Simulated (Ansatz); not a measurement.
Task: a comparison of dispersion corrections of ClH3SbSi, SMILES [SiH3][Sb][Cl], with Ansatz's Python interface. Give the script and its output. Level of theory (for the species named): r2SCAN, def2-SVP basis, multiplicity 2, D3BJ dispersion.

```xyz
6

Si   -0.5162    0.3517   -0.2262
Sb    1.7408    0.3871    0.7687
Cl    1.7798   -2.0110    0.7347
H    -0.4539   -0.2634   -1.5497
H    -1.4860   -0.3277    0.6361
H    -1.0225    1.7994   -0.4099
```

`disp_clh3sbsi.py`
```python
"""Size of D3 and D4 in ClH3SbSi."""

import ansatz as az
from ase import Atoms


def main() -> None:
    atoms = Atoms(["Si", "Sb", "Cl", "H", "H", "H"], positions=[
        [-0.5162, 0.3517, -0.2262],
        [1.7408, 0.3871, 0.7687],
        [1.7798, -2.011, 0.7347],
        [-0.4539, -0.2634, -1.5497],
        [-1.486, -0.3277, 0.6361],
        [-1.0225, 1.7994, -0.4099],
    ])
    mol = az.Crystal.molecule_from_ase(atoms)

    model = (
        mol.calculation()
        .basis(gaussian="def2-SVP")
        .spin("collinear", total=1)
    )
    for name in ["r2scan", "revpbe"]:
        for correction in ("d3bj", "d4"):
            r = model.functional(name, dispersion=correction).run(threads=1).report
            print(f"{name:8s} {correction:5s} total {r['free_energy_ev']:.5f} eV, of which dispersion {1000 * r['dispersion']['energy']['ev']:.2f} meV")


if __name__ == "__main__":
    main()
```

```console
$ python disp_clh3sbsi.py
DeckWarning: the engine holds no damping parameters fitted to this dispersion correction and functional, so the run takes those fitted to r2scan beside the three-body term, which d3bj leaves out (hamiltonian.dispersion, under Limitations)
r2scan   d3bj  total -26981.82890 eV, of which dispersion -45.41 meV
r2scan   d4    total -26981.81991 eV, of which dispersion -36.42 meV
revpbe   d3bj  total -26978.39951 eV, of which dispersion -375.68 meV
revpbe   d4    total -26978.43042 eV, of which dispersion -406.60 meV
```
(Warnings from the package without file and line.)

Total energies depend on the basis set; only differences at equal settings carry meaning. The geometry is a force-field or estimated start, not a minimum of this method, and the basis set is short of its limit. D4 holds the three-body term, and d3bj doesn't. def2 sets replace the cores of elements past krypton by effective core potentials. The run takes the species as open-shell (spin multiplicity 2), which needn't be its ground state. A dispersion term here runs with damping parameters fitted for another variant or functional. Hardware and time: 22 s on 1 thread of Arm Neoverse V1, with other jobs on the host, peak memory 0.25 GiB.
